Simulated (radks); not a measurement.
# As³⁻ held by a Watson sphere

The task here is to estimate one member of a computed series from the others.

The numbers are computed with radks (a radial shooting solver on a logarithmic mesh, Libxc functionals) version 1 (scalar-relativistic Kohn-Sham, r2SCAN, spin-unpolarised, spherical densities, finite nucleus), except any that are marked as measured or tabulated.

### What is computed

| Property | Result |
| --- | --- |
| element | arsenic (Z = 33) |
| charge | -3 |
| electrons | 36 |
| configuration | [Kr] |
| nuclear rms radius | 4.0968 fm |

The outer shells:

As³⁻
```
[Ar] core
3d [↑↓][↑↓][↑↓][↑↓][↑↓]
4s [↑↓]
4p [↑↓][↑↓][↑↓]
```

Set-up of the first run:

The run's settings:

```text
Z 33
configuration [Kr]
relativity scalar-relativistic
functional r2scan,r2scan
spin unpolarised
nucleus finite rms 4.0968 fm
c 137.035999084
watson charge 3 radius 2.82 bohr
```

Among the steps run: R = 2.82 bohr; R = 2.89 bohr; R = 3.58 bohr; R = 4.76 bohr; R = 4.82 bohr; R = 4.92 bohr; R = 5.15 bohr.

One of the session's tables, all rows but one given; the rest of the session is left out.

```
R (bohr)  highest level (eV)  its <r> (bohr)  sum of <r²> (bohr²)
    2.82              -6.719           2.657                68.89
    2.89              -6.579           2.685                70.08
    3.58                   ?               ?                    ?
    4.76              -3.734           3.391                104.6
    4.82              -3.672           3.412                105.8
    4.92              -3.571           3.448                107.9
    5.15              -3.355           3.529                112.8
```

Q: Estimate the row for R (bohr) = 3.58 from the others.

Worked estimate for «highest level (eV)». A straight line through the neighbours (2.89, -6.579) and (4.76, -3.734) gives -6.579 + (-3.734 + 6.579) × (3.58 − 2.89) / (4.76 − 2.89) = -5.529; a parabola fitted to 4 rows on both sides gives -5.326.

As computed: highest level (eV): -5.317; its <r> (bohr): 2.955; sum of <r²> (bohr²): 82.10. In «highest level (eV)» the line misses by -0.212 and the parabola by -0.009.

A wider sphere makes a shallower well, so the ion swells.
